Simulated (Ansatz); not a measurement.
## Pb(NCS)2 in a box, plane waves

Ansatz 0.2.0, DFT PBE, spin-orbit coupling, plane waves, PAW, molecule in a box. The geometry was relaxed with Gaussian bases (PBE0; Pb def2-SVP with ECP60, N def2-SVP, C def2-SVP, S def2-SVP).

```yaml
crystal:
  lattice:
    - [9.03, 0.0, 0.0]
    - [0.0, 11.34, 0.0]
    - [0.0, 0.0, 17.5]
  atoms:
    - { symbol: Pb, position: [0.50156589, 0.60323898, 0.49991429] }
    - { symbol: "N", position: [0.49950055, 0.47113845, 0.59109029] }
    - { symbol: C, position: [0.49902104, 0.44047884, 0.656688] }
    - { symbol: S, position: [0.49833887, 0.3968254, 0.74268571] }
    - { symbol: "N", position: [0.49950055, 0.47113845, 0.40873829] }
    - { symbol: C, position: [0.49902104, 0.44047884, 0.34314057] }
    - { symbol: S, position: [0.49833887, 0.3968254, 0.25714286] }
basis:
  ecutwfc: 420
  ecutrho_ratio: 4
kpoints:
  mp_grid: { grid: [1, 1, 1] }
hamiltonian:
  xc: pbe
scf:
  occupations: { method: gaussian, width: 0.01 }
output:
  forces: true
  eigenvalues: true
  populations: true
  write_density: true
  write_potential: true
  elf: true
  volumetric_format: npy
magnetization:
  noncollinear: true
  spin_orbit: true
```

Command:
```sh
ansatz run input.yaml --threads 2 --pin off --max-ram 5120MiB --backend cpu --events-out ev --progress --plain --runs-dir out
```
It took 27 s on 2 threads of Arm Neoverse V1, with other jobs on the host, peak memory 2.4 GiB.

Problem. How does the SCF go?

Solution. 
```
SCF iter   1: F=—  HF=-15022.950949 eV  |F-HF|=—  |Δ(HF+E_count)|=         —  Δρ=2.85e-2
preconditioner: auto → Resta (q_TF=auto, 1.471 Å⁻¹)  ε∞=1.3  [insulator: Δε(μ)=3.948 eV  Ē_g=8.744 eV  σ=0.010 eV  W_gap=1.00  n_s
spin=Noncollinear: Resta preconditioning applied to the charge; magnetization (m_x, m_y, m_z) channels mix plain (no charge-respon
SCF iter   2: F=—  HF=-15017.690201 eV  |F-HF|=—  |Δ(HF+E_count)|=    5.26e0  Δρ=1.29e-2
SCF iter   3: F=—  HF=-15016.838364 eV  |F-HF|=—  |Δ(HF+E_count)|=   8.52e-1  Δρ=7.27e-3
...
SCF iter   7: F=—  HF=-15016.679551 eV  |F-HF|=—  |Δ(HF+E_count)|=   8.89e-4  Δρ=2.63e-4
SCF iter   8: F=—  HF=-15016.678701 eV  |F-HF|=—  |Δ(HF+E_count)|=   8.50e-4  Δρ=1.09e-4
SCF iter   9: F=—  HF=-15016.678586 eV  |F-HF|=—  |Δ(HF+E_count)|=   1.15e-4  Δρ=2.29e-5
SCF iter  10: F=—  HF=-15016.678523 eV  |F-HF|=—  |Δ(HF+E_count)|=   6.22e-5  Δρ=9.42e-6
SCF iter  11: F=-15016.678523 eV  HF=-15016.678523 eV  |F-HF|=5.36e-8  |Δ(HF+E_count)|=   2.92e-7  Δρ=1.92e-6
```

Problem. Which levels lie next to the highest filled one (eV, counted from it)?

Solution. Filled: -2.95, -2.95, -0.34, -0.34, -0.13, -0.13, -0.05, -0.05, 0.00, 0.00. Empty: 1.78, 1.78, 3.75, 3.75, 4.47, 4.47, 5.05, 5.05.

Problem. What forces are left at this geometry, relaxed with Gaussian bases (eV/Å)?

Solution. 
```
Pb   0.00 -0.01  0.00
N    0.00  0.05 -0.63
C    0.00  0.04  0.36
S    0.00 -0.08  0.15
N    0.00  0.05  0.63
C    0.00  0.04 -0.36
S    0.00 -0.08 -0.15
```

The highest of the empty levels listed lie near the vacuum level and may be states of the box.

The forces come from the other functional as well as from the basis.

No frequency check is given that shows the relaxed geometry to be a minimum, and it was reached by following one of several unstable modes of a saddle point.
